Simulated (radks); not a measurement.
**Taking charge from the 2p level of Cu in fractions**

Aim: follow energy and eigenvalue as charge leaves the 2p level of Cu bit by bit, and test Janak's theorem, Slater's transition state and the straight-line condition.

Method: non-relativistic Kohn-Sham, LDA (Slater exchange, Perdew-Wang correlation), spin-unpolarised, spherical densities, point nucleus. Code: radks (a radial shooting solver on a logarithmic mesh, Libxc functionals) version 1.

### 1 The atom as given

```
element       : copper (Z = 29)
charge        : 0
electrons     : 29
configuration : [Ar] 3d10 4s1
```

Outer shells as boxes (Hund's rule):

Cu
```
[Ar] core
3d [↑↓][↑↓][↑↓][↑↓][↑↓]
4s [↑ ]
```

### 2 Start: [Ar] 3d10 4s1

Settings of this run:

```text
Z 29
configuration [Ar] 3d10 4s1
relativity non-relativistic
functional lda,pw
spin unpolarised
nucleus point
```

### 3 0.25 electron removed from 2p

Settings of this run:

```text
Z 29
configuration [He] 2s2 2p5.75 3s2 3p6 3d10 4s1
relativity non-relativistic
functional lda,pw
spin unpolarised
nucleus point
```

### 4 0.5 electron removed from 2p

Settings of this run:

```text
Z 29
configuration [He] 2s2 2p5.5 3s2 3p6 3d10 4s1
relativity non-relativistic
functional lda,pw
spin unpolarised
nucleus point
```

### 5 0.75 electron removed from 2p

Settings of this run:

```text
Z 29
configuration [He] 2s2 2p5.25 3s2 3p6 3d10 4s1
relativity non-relativistic
functional lda,pw
spin unpolarised
nucleus point
```

### 6 1 electron removed from 2p

Settings of this run:

```text
Z 29
configuration [He] 2s2 2p5 3s2 3p6 3d10 4s1
relativity non-relativistic
functional lda,pw
spin unpolarised
nucleus point
```

**Question.** What will these runs give? Wanted: for each run, removed; E − E(0); eigenvalue; E minus straight line.

The runs gave:

```
removed (e)  E − E(0) (eV)  eigenvalue (eV)  E minus straight line (eV)
          0          0.000          -911.07                       0.000
       0.25         229.51          -925.12                      -5.450
        0.5         462.59          -939.59                      -7.334
       0.75         699.34          -954.47                      -5.550
          1         939.86          -969.71                       0.000
```

What this shows: Removing the whole electron costs 939.86 eV, against 911.07 eV from minus the starting eigenvalue. Slater's transition state, half an electron removed, gives 939.59 eV. The trapezoid integral of minus the eigenvalue gives 939.89 eV over the range, against 939.86 eV from the energies (Janak's theorem). The eigenvalue moves by 58.6 eV per electron. E bends below the straight line by 7.33 eV at 0.5 electron removed.
